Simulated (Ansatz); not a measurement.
# Sb2H3F: up Jacob's ladder to CCSD(T)

One table from this session's results is given with a row withheld; the runs are named, their logs left out.

Computed with Ansatz 0.2.0, Gaussian basis. Level: functionals in def2-TZVPP, the program's frozen cores in correlated methods.

Plan: LDA (SPW92), PBE-D4, revPBE-D4, BLYP-D4, r2SCAN-D4, B97M-V, PBE0-D4, B3LYP-D4, r2SCANh-D4, r2SCAN0-D4, HSE06-D4, BHLYP-D4, CAM-B3LYP-D4, LC-ωPBE, ωB97X-V, ωB97M-V, B2PLYP, PBE-QIDH; CCSD(T)/def2-SVP; CCSD(T)/def2-TZVPP; MP2/def2-QZVPP; extrapolation to the limit; RPA on PBE.

### The relaxed structure

All runs share one geometry, relaxed beforehand with PBE0-D4 in a triple-zeta def2 set. Sb takes the def2 core potential; no spin-orbit term is included.

6 atoms, charge 0, spin multiplicity 1.

Atoms are counted from 1 here; the program's logs count them from 0.

Bond lengths: F1–Sb2 1.926 Å, Sb2–Sb3 2.835 Å, Sb2–H4 1.718 Å, Sb3–H5 1.708 Å, Sb3–H6 1.705 Å. Angles: F1–Sb2–Sb3 97.4°, F1–Sb2–H4 93.7°, Sb3–Sb2–H4 88.9°, Sb2–Sb3–H5 90.0°, Sb2–Sb3–H6 89.1°, H5–Sb3–H6 91.9°.

The first run:

in.yaml

```yaml
crystal:
  periodic: [false, false, false]
  atoms:
    - {symbol: F, position_ang: [-1.924014, -0.672934, -0.186389]}
    - {symbol: Sb, position_ang: [-0.255632, -1.124677, -1.035365]}
    - {symbol: Sb, position_ang: [1.325271, 0.898437, 0.167477]}
    - {symbol: H, position_ang: [0.220473, -2.197589, 0.219337]}
    - {symbol: H, position_ang: [0.446547, 2.089531, -0.683979]}
    - {symbol: H, position_ang: [0.229455, 0.943233, 1.472620]}
basis:
  gaussian: {orbitals: def2-TZVPP}
hamiltonian: {xc: lda}
output: {orbitals: {seedname: orbitals}}
```

The run is started by

```sh
$ ansatz run in.yaml --threads 2 --pin off --events-out ev --progress --plain --max-ram 4352MiB
```

Among the steps run: LDA; PBE-D4 (GGA); revPBE-D4 (GGA); BLYP-D4 (GGA); r2SCAN-D4 (meta-GGA); B97M-V (meta-GGA); B3LYP-D4 (hybrid); r2SCANh-D4 (hybrid); r2SCAN0-D4 (hybrid); HSE06-D4 (hybrid); BHLYP-D4 (hybrid); CAM-B3LYP-D4 (range-separated); LC-ωPBE (range-separated); ωB97X-V (range-separated); ωB97M-V (range-separated); B2PLYP (double hybrid); PBE-QIDH (double hybrid).

One of the session's tables, all rows but one given; the rest of the session is left out.

It belongs to the step «Frontier levels by functional». 

```
  functional  HOMO (eV)  LUMO (eV)  gap (eV)
 LDA (SPW92)      -6.16      -2.63      3.53
      PBE-D4      -5.98      -2.39      3.59
   revPBE-D4      -5.92      -2.29      3.62
     BLYP-D4      -5.82      -2.29      3.53
   r2SCAN-D4          ?          ?         ?
      B97M-V      -6.14      -2.23      3.91
     PBE0-D4      -6.92      -1.61      5.32
    B3LYP-D4      -6.73      -1.83      4.90
  r2SCANh-D4      -6.58      -1.90      4.67
  r2SCAN0-D4      -7.09      -1.48      5.61
    HSE06-D4      -6.55      -1.98      4.57
    BHLYP-D4      -7.70      -0.79      6.91
CAM-B3LYP-D4      -8.02      -0.63      7.39
     LC-ωPBE      -9.19       0.45      9.63
     ωB97X-V      -8.90       0.35      9.25
     ωB97M-V      -8.79       0.17      8.97
```

Estimate the missing values for r2SCAN-D4.

Worked estimate for «HOMO (eV)». Against the share of exact exchange, r2SCANh-D4 (0.1, -6.58), r2SCAN0-D4 (0.25, -7.09) give a slope of -3.40 per unit share; at 0 the line stands at -6.24.

As computed: HOMO (eV): -6.23; LUMO (eV): -2.19; gap (eV): 4.05. In «HOMO (eV)» the line misses by -0.01.
